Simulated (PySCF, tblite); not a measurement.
# C₆H₅F₃N radical: geometry, infrared bands and EPR parameters

Aim: predict the infrared bands and EPR parameters of C₆H₅F₃N radical (`FC(F)=C(F)[C@H]1[CH]CN=C1`).

Programs: tblite 0.8.0 and PySCF 2.14.0, with density-fitted response routines of our own. Each step states its level of theory. These are calculated values for one molecule in the gas phase, unless marked as measured. Atoms are numbered from 0 throughout.

## 1. The molecule as given

15 atoms, charge 0, multiplicity 2; geometry from: force field or distance geometry start.

Bonds of the start (Å): F0–C1 1.35, C1–F2 1.34, C1–C3 1.34, C3–F4 1.39, C3–C5 1.45, C5–C6 1.51, C6–C7 1.54, C7–N8 1.43, N8–C9 1.31, C9–C5 1.48, C5–H10 1.12, C6–H11 1.11, C7–H12 1.13, C7–H13 1.09, C9–H14 1.09.

## 2. Geometry optimisation with GFN2-xTB

The job: settings as JSON, then the geometry in Å.

```
{"job": {"kind": "relax", "xc": "GFN2-xTB", "basis": "xTB"}, "charge": 0, "multiplicity": 2}
F     -3.413100    -1.113200    -0.596400
C     -2.083300    -0.923500    -0.671600
F     -1.406400    -1.299900    -1.768500
C     -1.461900    -0.378000     0.377200
F     -2.286100    -0.066100     1.451500
C     -0.044100    -0.115300     0.495800
C      0.824300    -0.474100    -0.680700
C      2.106300     0.247000    -0.210500
N      1.576400     1.474600     0.303100
C      0.348700     1.293700     0.717900
H      0.356000    -0.708200     1.354300
H      0.474600    -0.011700    -1.622900
H      2.459300    -0.349600     0.680200
H      2.840900     0.373200    -1.004100
H     -0.295900     2.059000     1.152700
```

Run with:

```console
$ OMP_NUM_THREADS=1 python probes_run.py task.json out
```

One launch serves the whole session: the jobs run in the order shown.

**Question.** This job is followed by: GFN2-xTB harmonic vibrations, gas phase; UKS B3LYP, pcH-1 on C F H N, non-relativistic, mean-field spin-orbit, GIAO. What will the session give for the following? strongest single infrared mode (GFN2-xTB); zero-point energy (GFN2-xTB); g(iso) (B3LYP); ⟨S²⟩; largest a(iso); potential on the surface of density 0.002 e/bohr³, 1st and 99th percentile.

As calculated:

```
                                                                  quantity                  value
                                 strongest single infrared mode (GFN2-xTB)  1203 cm⁻¹, 241 km/mol
                                              zero-point energy (GFN2-xTB)          60.5 kcal/mol
                                                            g(iso) (B3LYP)                2.00254
                                                                      ⟨S²⟩     0.754 (exact 0.75)
                                                            largest a(iso)   1H on H10, 124.3 MHz
potential on the surface of density 0.002 e/bohr³, 1st and 99th percentile     -1.62 V and 1.14 V
```

What this shows: Over 120 steps the energy fell by 1.227 eV; of the close pairs, C6–C7 changed most, 1.544 to 1.483 Å. All 39 modes are real, so the xTB geometry is a minimum. The strongest single mode, at 1203 cm⁻¹, moves mainly C1. GFN2-xTB is a fitted tight-binding method: band positions and strengths are rough. Its intensities can rank the bands wrongly. Most of the unpaired spin sits on C6 (1.02 e). The isotropic g lies 0.2 ppt above the free-electron value. These values are for one conformer; the search (at its own cheap level) found 2 more, at 0.51, 0.51 kcal/mol, and measured spectra average over such forms.
